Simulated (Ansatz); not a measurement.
A run of Ansatz 0.2.0 is set up as follows.

input.yaml

```yaml
crystal:
  lattice:
    - [-2.025333, 2.025333, 4.0566]
    - [2.025333, -2.025333, 4.0566]
    - [2.025333, 2.025333, -4.0566]
  atoms:
    - { symbol: Au, position: [0.0, 0.0, 0.0] }
    - { symbol: Al, position: [0.5, 0.5, 0.0] }
    - { symbol: Al, position: [0.25, 0.75, 0.5] }
    - { symbol: Al, position: [0.75, 0.25, 0.5] }
hamiltonian:
  xc: r2scan
  pseudopotentials: { kind: paw_fr }
magnetization:
  noncollinear: true
  spin_orbit: true
kpoints:
  mp_grid: { grid: [9, 9, 9] }
  band_path:
    path:
      - [[0.0, 0.0, 0.0], [0.0, 0.0, 0.5], [-0.1246345671, 0.1246345671, 0.5], [-0.3123172836, 0.3123172836, 0.3123172836], [0.0, 0.0, 0.0], [0.5, 0.5, -0.5], [0.3123172836, 0.6876827164, -0.3123172836], [0.0, 0.5, 0.0], [0.25, 0.25, 0.25], [0.5, 0.5, -0.1246345671], [0.5, 0.5, -0.5]]
      - [[0.0, 0.0, 0.5], [0.25, 0.25, 0.25]]
    npoints: 14
scf:
  occupations: { method: fermi_dirac, width: 0.05 }
  n_extra_bands: 10
output:
  forces: true
  stress: true
  eigenvalues: true
  fatbands: false
```

Potentials or basis: Ansatz PAW.

Command:

```bash
$ ansatz run input.yaml --threads 2 --pin off --max-ram 5632MiB --backend cpu --events-out ev --progress --plain --runs-dir out
```

What does it give for the pressure?

-3.4 GPa.

What does it give for the band gap on the k mesh?

None (metal or under the smearing width).

Levels at the corners of the path, in eV from the Fermi level:
```tsv
point	band 26	band 27	band 28	band 29	band 30	band 31
Γ	0.14	0.37	0.37	0.87	0.87	0.87
X	-4.27	-2.17	-2.17	-1.48	-1.48	2.11
Y	-3.90	-0.76	-0.76	-0.38	-0.38	2.72
S	-0.86	1.02	1.02	1.45	1.45	2.87
Γ	0.14	0.37	0.37	0.87	0.87	0.87
Z	-2.65	-0.35	-0.35	1.28	1.28	5.50
S1	-0.86	1.02	1.02	1.45	1.45	2.87
N	-1.87	0.31	0.31	1.45	1.45	1.61
P	-3.86	-1.55	-1.55	-0.10	-0.10	0.09
Y1	-3.90	-0.76	-0.76	-0.38	-0.38	2.72
Z	-2.65	-0.35	-0.35	1.28	1.28	5.50
X	-4.27	-2.17	-2.17	-1.48	-1.48	2.11
P	-3.86	-1.55	-1.55	-0.10	-0.10	0.09
```

Caveat: the PAW data sets come from PBE, with cores solved anew for the run's functional, which leaves a small shift of forces and pressure.
